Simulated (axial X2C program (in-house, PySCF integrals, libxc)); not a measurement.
# BrMg: EOM-EA-CCSD levels

Wanted for BrMg: EOM-EA-CCSD levels, at the two-component level.

The runs use an in-house X2C program for linear molecules on PySCF integrals; two-component X2C with atomic mean-field terms, Br dyall-acv3z, Mg dyall-acv3z.

All values are calculated.

### 1 Input

task.json reads:

```json
{
 "zs": [
  35,
  12
 ],
 "q": 0,
 "bas": [
  "dyall-acv3z",
  "dyall-acv3z"
 ],
 "r0": 2.53,
 "eom": "ea",
 "thr": -2.0,
 "nmax": 92,
 "grid": [
  1,
  0.96,
  1.045,
  0.92,
  1.09,
  1.15
 ]
}
```

Keys: zs atomic numbers; q charge; bas basis sets; r0 starting distance in Å; eom kind of EOM run; thr threshold in hartree for freezing inner shells (an s shell follows its p shell); nmax most natural virtual spinors; grid distances as factors.

On the command line:

```sh
$ python soeom.py task.json out
```

Further steps of the session: EOM-EA-CCSD at 2.366 Å.

**Question.** What will these runs give? Wanted: next root led by one particle; T1 of the reference; lowest state, Re and ωe.

**Answer**, as computed:

| quantity | value |
| --- | --- |
| lowest root at 2.366 Å | Ω = 1/2, 7.537 eV |
| next root led by one particle | Ω = 1/2, about 25130 cm⁻¹ higher |
| T1 of the reference | 0.013 |
| lowest state, Re and ωe | 2.365 Å, 375 cm⁻¹ |

In words: The added electron is bound by 7.54 eV in a spinor of 54% Mg sσ, 29% Mg pσ, 10% Br pσ. Errors of 0.1 to 0.3 eV are usual at this size, and roots led by higher excitations are left out, so the list is incomplete, and low states of that kind can be missing. The bond is 0.105 Å longer than in the closed-shell reference at CCSD (2.260 Å).
